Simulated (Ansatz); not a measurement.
Task: a single point from a YAML input of Rb3InBr6, space group Fm-3m, with Ansatz's Python interface. Give the script and its output. Level of theory: PBEsol, PAW, cutoff 435 eV, 4×4×4 k-points, fixed occupations.

The script reads `scf.yaml`:
```yaml
crystal:
  lattice:
    - [0.0, 5.951891, 5.951891]
    - [5.951891, 0.0, 5.951891]
    - [5.951891, 5.951891, 0.0]
  atoms:
    - { symbol: Rb, position: [0.75, 0.75, 0.75] }
    - { symbol: Rb, position: [0.25, 0.25, 0.25] }
    - { symbol: Rb, position: [0.5, 0.5, 0.5] }
    - { symbol: In, position: [0.0, 0.0, 0.0] }
    - { symbol: Br, position: [0.772886, 0.227114, 0.227114] }
    - { symbol: Br, position: [0.227114, 0.227114, 0.772886] }
    - { symbol: Br, position: [0.227114, 0.772886, 0.772886] }
    - { symbol: Br, position: [0.227114, 0.772886, 0.227114] }
    - { symbol: Br, position: [0.772886, 0.227114, 0.772886] }
    - { symbol: Br, position: [0.772886, 0.772886, 0.227114] }
kpoints:
  mp_grid: { grid: [4, 4, 4] }
hamiltonian:
  xc: pbesol
scf:
  occupations: { method: fixed }
basis:
  ecutwfc: "16 Ha"
output:
  forces: true
```

Script `yaml_run.py`:
```python
import warnings

import ansatz as az
import pandas as pd

warnings.simplefilter("ignore", az.DeckWarning)

done = az.Session.from_deck("scf.yaml").plan().execute()
r = done.report

n_atoms = len(r["lattice"]["sites"])
print("F =", round(r["free_energy_ev"], 4), "eV for", n_atoms, "atoms")
print("E(sigma -> 0) =", round(r["energy_sigma0_ev"], 4), "eV, TS =", round(r["entropy_ts_ev"], 5), "eV")
print("closed by", r["closed_by"], "after", r["n_iterations"], "iterations")

table = pd.DataFrame(r["forces_ev_ang"], columns=["fx", "fy", "fz"])
table.insert(0, "atom", [site["symbol"] for site in r["lattice"]["sites"]])
print(table.round(4).to_string())
```

```console
$ python yaml_run.py
F = -31608.5809 eV for 10 atoms
E(sigma -> 0) = -31608.5809 eV, TS = 0.0 eV
closed by deck_thresholds after 6 iterations
  atom      fx      fy      fz
0   Rb -0.0000 -0.0000 -0.0000
1   Rb -0.0000  0.0000  0.0000
2   Rb -0.0000  0.0000  0.0000
3   In -0.0000  0.0000  0.0000
4   Br -0.1477 -0.0000 -0.0000
5   Br  0.0000  0.0000 -0.1477
6   Br  0.1477 -0.0000  0.0000
7   Br -0.0000 -0.1477  0.0000
8   Br -0.0000  0.1477 -0.0000
9   Br -0.0000 -0.0000  0.1477
```

Caveats:
- Absolute energies stand on the zero of these potentials, so only differences at equal settings mean something. A total without «per atom» is that of the cell as typed.
- The structure comes from a database of computed cells and needn't be a stable or known phase.
- Run time: 8.8 s on 1 thread of Arm Neoverse V1, with other jobs on the host, peak memory 0.73 GiB.
